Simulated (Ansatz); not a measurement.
# GaB (P4/mmm) in Ansatz: a series of runs, part 2 of 2

Ansatz 0.2.0. The steps go on from the part before.

## Step 5: Band structure, RPBE

input.yaml reads:

```yaml
crystal:
  lattice:
    - [2.71824, 0.0, 0.0]
    - [0.0, 2.71824, 0.0]
    - [0.0, 0.0, 3.23621]
  atoms:
    - { symbol: Ga, position: [0.5, 0.5, 0.5] }
    - { symbol: B, position: [0.0, 0.0, 0.0] }
hamiltonian:
  xc: rpbe
  pseudopotentials: { kind: paw }
kpoints:
  mp_grid: { grid: [6, 6, 5] }
  band_path:
    path:
      - [[0.0, 0.0, 0.0], [0.0, 0.5, 0.0], [0.5, 0.5, 0.0], [0.0, 0.0, 0.0], [0.0, 0.0, 0.5], [0.0, 0.5, 0.5], [0.5, 0.5, 0.5], [0.0, 0.0, 0.5]]
      - [[0.0, 0.5, 0.0], [0.0, 0.5, 0.5]]
      - [[0.5, 0.5, 0.0], [0.5, 0.5, 0.5]]
    npoints: 14
scf:
  occupations: { method: fermi_dirac, width: 0.05 }
  n_extra_bands: 6
output:
  forces: true
  stress: true
  eigenvalues: true
  fatbands: false
```

Potentials or basis: Ansatz PAW.

On the command line:

```console
ansatz run input.yaml --threads 2 --pin off --max-ram 5632MiB --backend cpu --events-out ev --progress --plain --runs-dir out
```

Output:

```text
Warning: RAYON_NUM_THREADS=2 ignored (pool sized by the plan → 2); use --threads N
scf.n_extra_bands = 6 over 8 filled bands (N_el = 16.0): the run solves 14 bands
Engine: ansatz 0.2.0, x86_64-unknown-linux-gnu
Pseudopotentials: kind: paw
Pseudopotential: Ga, paw, valence charge 13, recommended cutoff 420 eV (normal), Ga.paw.azcp
Pseudopotential: B, paw, valence charge 3, recommended cutoff 420 eV (normal), B.paw.azcp
Functional definition: RPBE
  parameter kappa = 0.804
  parameter beta = 0.06672455060314922
  exchange = rpbe_x(kappa = kappa, mu = beta*pi^2/3)
  correlation = pbe_c(beta = beta)
Crystal: 2 atoms, lattice volume = 23.912 Å³
Basis set: ecut = 420 eV, 471 PW (Γ), exchange–correlation on 40×40×48 points (8 copies of the dense FFT grid, shifted against one another)
Bands: 14, of which v1, the nominal top of the filled ones, is band 8 counted from 1 (7 counted from 0)
Symmetry: 16 space group operations
Space group: P4/mmm (ITA 123), of the structure as read, at distance tolerance 2.9e-5 Å
k-points: 30 of 180
Non-local potential: Ga, projectors of the file, l = 0: 2, l = 1: 2, l = 2: 3, l = 3: 1
Non-local potential: B, projectors of the file, l = 0: 2, l = 1: 2, l = 2: 1
PAW form: soft (Blöchl's): semilocal exchange-correlation on the pseudo side does not see the compensation charge
PAW frozen core: Ga, regenerated for the run's functional, and the local potential with it (the file was generated under x = pbe(κ = 0.804, μ = 0.2195149727645171), c = pbe(β = 0.06672455060314922))
PAW frozen core: B, regenerated for the run's functional, and the local potential with it (the file was generated under x = pbe(κ = 0.804, μ = 0.2195149727645171), c = pbe(β = 0.06672455060314922))
PAW one-centre angular grid: Ga, 590 points (default); XC on 64 Gauss nodes
PAW one-centre angular grid: B, 110 points (default); XC on 64 Gauss nodes
Initial density: superposition of atomic densities (neutral atoms: chi_scale 0, normalization atom), corrected by the library's trained network
Initial wavefunctions: pseudopotential atomic-orbital guess
Functional: x = rpbe, c = pbe(β = 0.06672455060314922)
SCF iter   1: F=—  HF=-3943.149196 eV  |F-HF|=—  |Δ(HF+E_count)|=         —  Δρ=5.02e-3  dr2=3.95e-3  ethr=1.77e-3  ⟨swp⟩=5.1  Hψ=2112  notcnv=0  defer=2
preconditioner: auto → none  [metal: Δε(μ)=0.144 eV  Ē_g=19.068 eV  σ=0.050 eV  W_gap=0.47  n_scr=6 (ndim 8)  ℏωp=30.4 eV  f_vac=0.000  D(μ)=0.96/eV (n_scr^D=6)  sad-step TF]
SCF iter   2: F=—  HF=-3943.148214 eV  |F-HF|=—  |Δ(HF+E_count)|=   9.82e-4  Δρ=2.41e-3  dr2=1.44e-3  ethr=2.47e-5  ⟨swp⟩=2.2  Hψ=843  notcnv=0  defer=11
SCF iter   3: F=—  HF=-3943.148138 eV  |F-HF|=—  |Δ(HF+E_count)|=   7.63e-5  Δρ=1.32e-3  dr2=4.11e-4  ethr=9.01e-6  ⟨swp⟩=2.0  Hψ=666  notcnv=0  defer=11
SCF iter   4: F=—  HF=-3943.147913 eV  |F-HF|=—  |Δ(HF+E_count)|=   2.24e-4  Δρ=3.05e-4  dr2=1.07e-5  ethr=2.57e-6  ⟨swp⟩=2.0  Hψ=613  notcnv=0  defer=11
SCF iter   5: F=—  HF=-3943.147916 eV  |F-HF|=—  |Δ(HF+E_count)|=   2.78e-6  Δρ=2.77e-5  dr2=4.87e-8  ethr=6.67e-8  ⟨swp⟩=2.1  Hψ=493  notcnv=0  defer=11
SCF iter   6: F=-3943.147916 eV  HF=-3943.147916 eV  |F-HF|=2.25e-10  |Δ(HF+E_count)|=   6.58e-8  Δρ=1.78e-6  dr2=3.96e-10  ethr=3.05e-10  ⟨swp⟩=6.6  Hψ=1765  notcnv=0
SCF 1 converged in 6 iterations: F = -3943.147916 eV  dr2 = 3.96e-10
NSCF: frozen V_eff on 129 k-points
SCF converged after 6 iterations
Free energy (F): -3943.147916 eV
Harris-Foulkes:  -3943.147916 eV  (|F-HF|=2.25e-10)
Internal energy: -3943.140403 eV  (E = F + TS)
E sigma→0 (E₀):  -3943.144159 eV
Entropy (-TS):   -0.007514 eV (-3.757 meV/atom)
Fermi energy:    11.456861 eV
--- Per-component energies (eV) ---
  E_band       = -1.205991
  E_kinetic    = 155.998785
  E_local      = -1817.440117  (includes V_loc(G=0)·N_el)
  E_nonlocal   = 439.083379
  E_hartree    = 864.245056
  E_xc         = -99.273079
  E_vxc        = -93.442193  (∫ρ·V_xc dr)
  E_paw        = -2074.730598  (= ΣΔE_a)
  E_vpaw       = -413.895084  (= ΣTr[D̂ρ^β])
  E_aug_tail   = -0.000082  (compensation charges beyond the density's cutoff)
  E_ewald      = -1410.889103
  E_core_change = -0.134645  (= ΣΔE_core)
  E_smearing   = -0.007514  (= −TS)
  E_closure    = -0.000000  (closes the sum)
  Σ components = -3943.147916   (vs F -3943.147916, Δ=0.00e0)
--- Forces (eV/Å), atoms counted from 1 ---
  atom   1  Ga     0.00000000     0.00000000     0.00000000
  atom   2  B      0.00000000     0.00000000     0.00000000
  max |Σ_I F_I| component: 4.93e-32 eV/Å
--- Stress (GPa, compression-positive) ---
        3.724579       0.000000       0.000000
        0.000000       3.724579       0.000000
        0.000000       0.000000       0.216196
  P = ⅓ Tr σ = 2.5551 GPa (25.551 kbar)
--- Band table (eV; the first three rows and the last of 30) ---
  k-point 0: bands = ["-4.1046", "-3.9543", "-3.6413", "-3.6413", "-3.5901", "-2.1001", "9.5957", "13.1605", "13.9889", "13.9889", "20.3598", "20.7049", "24.6123", "25.7703"]
  k-point 1: bands = ["-4.1001", "-3.9281", "-3.6573", "-3.6573", "-3.5892", "-1.5473", "6.4645", "14.4351", "14.4351", "16.3944", "21.1324", "21.1988", "23.8432", "23.8432"]
  k-point 2: bands = ["-4.0927", "-3.8915", "-3.6830", "-3.6830", "-3.5877", "0.1146", "2.8387", "15.4157", "15.4157", "18.9693", "21.3251", "21.3251", "21.5000", "22.6782"]
  k-point 29: bands = ["-4.0444", "-3.9097", "-3.9097", "-3.5713", "-3.4432", "8.9166", "9.1481", "9.1481", "11.3276", "11.4753", "12.4011", "12.4011", "14.2697", "28.9593"]
```

It took 0.91 s on 2 threads of Intel Xeon Platinum 8375C at 2.90GHz (Ice Lake), shared host; peak memory 0.33 GiB.

Results:

| Quantity | Value |
| --- | --- |
| Free energy | -3943.1479 eV |
| Pressure | 2.6 GPa |
| Band gap on the k mesh | none (metal or under the smearing width) |

Stress tensor (GPa, compression positive):
```
3.72 0.00 0.00
0.00 3.72 0.00
0.00 0.00 0.22
```

Levels at the corners of the path, in eV from the Fermi level:
```tsv
point	band 4	band 5	band 6	band 7	band 8	band 9	band 10	band 11	band 12	band 13
Γ	-15.10	-15.05	-13.56	-1.86	1.70	2.53	2.53	8.90	9.25	13.16
X	-15.16	-15.08	-8.86	-8.44	1.73	4.94	5.32	5.38	5.39	11.13
M	-15.16	-14.90	-4.68	-4.68	-3.77	-2.13	3.13	7.52	7.52	9.78
Γ	-15.10	-15.05	-13.56	-1.86	1.70	2.53	2.53	8.90	9.25	13.16
Z	-15.14	-15.04	-10.13	-10.08	4.19	4.19	7.89	9.43	9.43	9.79
R	-15.11	-15.00	-5.67	-5.54	-5.31	-4.40	5.35	10.15	11.82	13.70
A	-15.01	-14.90	-2.23	-1.53	-1.53	-0.60	-0.08	-0.08	1.19	1.34
Z	-15.14	-15.04	-10.13	-10.08	4.19	4.19	7.89	9.43	9.43	9.79
X	-15.16	-15.08	-8.86	-8.44	1.73	4.94	5.32	5.38	5.39	11.13
R	-15.11	-15.00	-5.67	-5.54	-5.31	-4.40	5.35	10.15	11.82	13.70
M	-15.16	-14.90	-4.68	-4.68	-3.77	-2.13	3.13	7.52	7.52	9.78
A	-15.01	-14.90	-2.23	-1.53	-1.53	-0.60	-0.08	-0.08	1.19	1.34
```

Caveat: the k mesh is coarse (spacing up to 0.39 Å⁻¹), so the values aren't converged; the PAW data sets come from PBE, with cores solved anew for the run's functional, which leaves a small shift of forces and pressure.

## Step 6: Band structure, revPBE

input.yaml, as its differences from that of step 5:

```diff
@@ -9,3 +9,3 @@
 hamiltonian:
-  xc: rpbe
+  xc: revpbe
   pseudopotentials: { kind: paw }
@@ -26,2 +26,2 @@
   eigenvalues: true
-  fatbands: false
+  fatbands: true
```

Potentials or basis: Ansatz PAW.

On the command line:

```console
ansatz run input.yaml --threads 2 --pin off --max-ram 5632MiB --backend cpu --events-out ev --progress --plain --runs-dir out
```

Wall time 1.1 s (2 threads of Intel Xeon Platinum 8375C at 2.90GHz (Ice Lake), shared host); peak memory 0.34 GiB.

Results (log left out):

| Item | Value |
| --- | --- |
| Free energy | -3941.2490 eV |
| Pressure | 1.9 GPa |
| Band gap on the k mesh | none (metal or under the smearing width) |

Stress tensor (GPa, compression positive):
```
 3.09  0.00  0.00
 0.00  3.09  0.00
 0.00  0.00 -0.34
```

Levels at the corners of the path, in eV from the Fermi level:
```csv
point,band 5,band 6,band 7,band 8,band 9,band 10,band 11,band 12
Γ,-15.04,-13.55,-1.86,1.70,2.53,2.53,8.91,9.27
X,-15.07,-8.84,-8.44,1.74,4.94,5.32,5.37,5.38
M,-14.89,-4.68,-4.68,-3.75,-2.14,3.14,7.51,7.51
Γ,-15.04,-13.55,-1.86,1.70,2.53,2.53,8.91,9.27
Z,-15.04,-10.13,-10.07,4.19,4.19,7.88,9.42,9.42
R,-14.99,-5.66,-5.53,-5.29,-4.41,5.34,10.13,11.81
A,-14.89,-2.21,-1.52,-1.52,-0.59,-0.08,-0.08,1.17
Z,-15.04,-10.13,-10.07,4.19,4.19,7.88,9.42,9.42
X,-15.07,-8.84,-8.44,1.74,4.94,5.32,5.37,5.38
R,-14.99,-5.66,-5.53,-5.29,-4.41,5.34,10.13,11.81
M,-14.89,-4.68,-4.68,-3.75,-2.14,3.14,7.51,7.51
A,-14.89,-2.21,-1.52,-1.52,-0.59,-0.08,-0.08,1.17
```

Caveat: the k mesh is coarse (spacing up to 0.39 Å⁻¹), so the values aren't converged; the PAW data sets come from PBE, with cores solved anew for the run's functional, which leaves a small shift of forces and pressure.

## Step 7: Overview

| level | gap on the mesh (eV) | pressure (GPa) |
| --- | --- | --- |
| LDA | none | -6.7 |
| PBE | none | 0.1 |
| PBEsol | none | -4.0 |
| RPBE | none | 2.6 |
| revPBE | none | 1.9 |

Alike in all rows: task band structure; potentials or basis Ansatz PAW; no spin polarisation; cell as given; k mesh 6 × 6 × 5; cutoff (eV) 420; smearing fermi-dirac 0.05 eV; the mesh is coarse, so values aren't converged.

Caveats: all runs use coarse meshes; the PAW data sets come from PBE, with cores solved anew for the run's functional, which leaves a small shift of forces and pressure (some runs).

Total energies depend on the potentials used, so only differences within one code and one set of settings carry meaning.
